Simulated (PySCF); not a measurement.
**GaAs−: from the state search to spectroscopic constants**

One table from this session's results is given with a row withheld; the runs are named, their logs left out.

Program: PySCF 2.14.0. Level of theory: Ga def2-TZVPPD, As def2-TZVPPD, no relativity. These are calculated values, not measurements.

2 further runs of the same task are left out: 2 set aside as unsound or not needed.

The first run:

The job is set up so:

| Quantity | Value |
| --- | --- |
| atoms | Ga, As |
| charge | -1 |
| basis | Ga def2-TZVPPD, As def2-TZVPPD |
| Hamiltonian | no relativity |
| basis functions | 108 |
| electrons treated | 65 |
| masses in u | 68.9256, 74.9216 |
| levels | PBE0, PBE, r²SCAN, BLYP, M06-2X, M06-L, PBEsol, B2PLYP, ωB97X-V, SCS-MP2, CCSD, CCSD(T) |
| grid | 80 radial by 434 angular points |
| occupations | held fixed by the projection of orbital angular momentum |
| dissociation limit | Ga + As−, each in its ground configuration |
| starting distance in angstrom | 2.480 |
| values of 2S to try | 1, 3 |

Command:

```
$ OMP_NUM_THREADS=2 python dia.py task.json out
```

Among the steps run: Set-up; PBE0 along the bond; Higher solutions at PBE0; PBE (GGA); r²SCAN (meta-GGA); BLYP (GGA); M06-2X; M06-L (meta-GGA); PBEsol (GGA); B2PLYP (double hybrid); ωB97X-V; MP2 and coupled cluster.

One table of the session follows, with a row left open; its other results are not shown here.

It belongs to the step «The curves together». Energy (eV) from each level's lowest point:

| R (Å) | ROHF-SCS-MP2 | ROHF-CCSD | ROHF-CCSD(T) | PBE | PBEsol |
| --- | --- | --- | --- | --- | --- |
| 1.915 | 1.170 | n/a | n/a | 1.146 | 1.023 |
| 2.004 | 0.518 | 0.499 | 0.523 | 0.523 | 0.440 |
| 2.093 | ? | ? | ? | ? | ? |
| 2.160 | 0.024 | 0.035 | 0.041 | 0.046 | 0.024 |
| 2.227 | 0.000 | 0.000 | 0.000 | 0.000 | 0.000 |
| 2.294 | 0.053 | 0.030 | 0.025 | 0.017 | 0.037 |
| 2.383 | 0.197 | 0.146 | 0.131 | 0.109 | 0.153 |
| 2.494 | 0.446 | 0.370 | 0.342 | 0.298 | 0.369 |
| 2.628 | 0.798 | 0.707 | 0.656 | 0.584 | 0.683 |
| 2.806 | 1.302 | n/a | n/a | 1.001 | 1.130 |

**Question.** Estimate the row for R (Å) = 2.093.

Worked estimate for «ROHF-SCS-MP2». A straight line through the neighbours (2.004, 0.518) and (2.160, 0.024) gives 0.518 + (0.024 − 0.518) × (2.093 − 2.004) / (2.160 − 2.004) = 0.236; a parabola fitted to 4 rows on both sides gives 0.142.

**Answer.** ROHF-SCS-MP2: 0.151; ROHF-CCSD: 0.156; ROHF-CCSD(T): 0.169; PBE: 0.175; PBEsol: 0.129. In «ROHF-SCS-MP2» the line misses by +0.085 and the parabola by -0.009.
